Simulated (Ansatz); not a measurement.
# Tm2CdC2: the cost of one run

Computed with Ansatz 0.2.0 (DFT PBE, scalar-relativistic, plane waves, PAW; 4f electrons in the core of a trivalent norm-conserving potential, unless a step's input says otherwise).

## 1. The structure to begin with

It takes space group P6/mmm (No. 191, hexagonal). The conventional cell has a = 4.428 Å, b = 4.428 Å, c = 6.115 Å, α = 90.00°, β = 90.00°, γ = 120.00°. Around Tm (site symmetry -6m2) lie 3 Tm at 2.56 Å and 6 C at 2.87 Å. Cd (site symmetry 6/mmm) has 2 C at 1.76 Å in its first shell of neighbours. C (site symmetry 6mm) is surrounded by 1 Cd at 1.76 Å.

Structure file:

```
CELL_PARAMETERS angstrom
4.42830 0.00000 0.00000
-2.21415 3.83502 0.00000
0.00000 0.00000 6.11510
ATOMIC_POSITIONS crystal
Tm 0.33333 0.66667 0.00000
Tm 0.66667 0.33333 0.00000
Cd 0.00000 0.00000 0.50000
C 0.00000 0.00000 0.21240
C 0.00000 0.00000 0.78760
```

A structure generator made this guess: random cell by space group and Wyckoff sites (P6/mmm, No. 191). Lengths come from tabulated atomic sizes and are only a guess.

## 2. The guess as it stands, on a coarse mesh

File input.yaml:

```yaml
crystal:
  lattice:
    - [4.42829839, 0.0, 0.0]
    - [-2.2141492, 3.8350189, 0.0]
    - [0.0, 0.0, 6.11510474]
  atoms:
    - { symbol: Tm, position: [0.33333333, 0.66666667, 0.0] }
    - { symbol: Tm, position: [0.66666667, 0.33333333, 0.0] }
    - { symbol: Cd, position: [0.0, 0.0, 0.5] }
    - { symbol: C, position: [0.0, 0.0, 0.21239806] }
    - { symbol: C, position: [0.0, 0.0, 0.78760194] }
basis:
  ecutwfc: 690
kpoints:
  mp_grid: { grid: [6, 6, 4] }
hamiltonian:
  xc: pbe
  pseudopotentials:
    kind: paw
    azcp: { Tm: "pseudopotentials/pbe/nc/lanthanide_3plus/Tm.nc.azcp" }
scf:
  occupations: { method: gaussian, width: 0.1 }
  lower_state_search: "off"
output:
  forces: true
  stress: true
  eigenvalues: true
```

On the command line:

```
ansatz run input.yaml --threads 1 --pin off --max-ram 2560MiB --backend cpu --events-out ev --progress --plain --runs-dir out
```

What time and memory should one allow on 1 thread of Arm Neoverse V2, shared host?

About 7.5 s, with a peak of 0.42 GiB.
